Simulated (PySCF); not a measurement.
# C5H12BP: the cost of one run

Programs: PySCF 2.14.0, with density-fitted response routines of our own. Each step states its level of theory. These are calculated values for one molecule in the gas phase, unless marked as measured. Atoms are numbered from 0 throughout.

## (1) The starting structure

19 atoms, charge 0, multiplicity 1; geometry from: GFN2-xTB.

Bonds of the start (Å): C0–B1 1.58, B1–C2 1.58, B1–P3 1.92, P3–C4 1.87, C4–C5 1.49, C5–C6 1.51, C5–P3 1.88, C0–H7 1.09, C0–H8 1.09, C0–H9 1.09, C2–H10 1.09, C2–H11 1.09, C2–H12 1.09, C4–H13 1.08, C4–H14 1.08, C5–H15 1.08, C6–H16 1.09, C6–H17 1.09, C6–H18 1.09.

## (2) Ultraviolet spectrum: wB97X-D/def2-SVPD

Job settings and geometry (Å):

```
{"job": {"kind": "uv", "xc": "wB97X-D", "basis": "def2-SVPD", "nstates": 8, "ntriplets": 3}, "charge": 0, "multiplicity": 1}
C     -1.668095     1.109565     0.323577
B     -1.345246    -0.305945    -0.292565
C     -2.504195    -1.093223    -1.016059
P      0.361302    -1.185107    -0.274011
C      1.183295    -0.380224     1.198747
C      1.501011     0.301142    -0.083451
C      2.890253     0.181995    -0.655204
H     -0.952896     1.489586     1.050168
H     -1.714233     1.839596    -0.486489
H     -2.652095     1.121657     0.790530
H     -2.150629    -1.719744    -1.834014
H     -3.303788    -0.457559    -1.391979
H     -2.961730    -1.773716    -0.294874
H      1.969047    -0.978552     1.642004
H      0.564599     0.124276     1.928164
H      1.046944     1.273122    -0.245534
H      3.562931     0.878362    -0.152435
H      2.891887     0.411775    -1.719078
H      3.271832    -0.827757    -0.519821
```

With the program's defaults for keys left out, this is: TDDFT wB97X-D/def2-SVPD, vertical, gas phase, core orbitals frozen in the response.

Launch:

```console
$ OMP_NUM_THREADS=1 python probes_run.py task.json out
```

This one command runs all jobs of the session in turn.

**Question.** How long does this job take on 1 thread of Arm Neoverse V1, shared host, and how much memory does it need?

About 56 s, with a peak of 1.1 GiB.
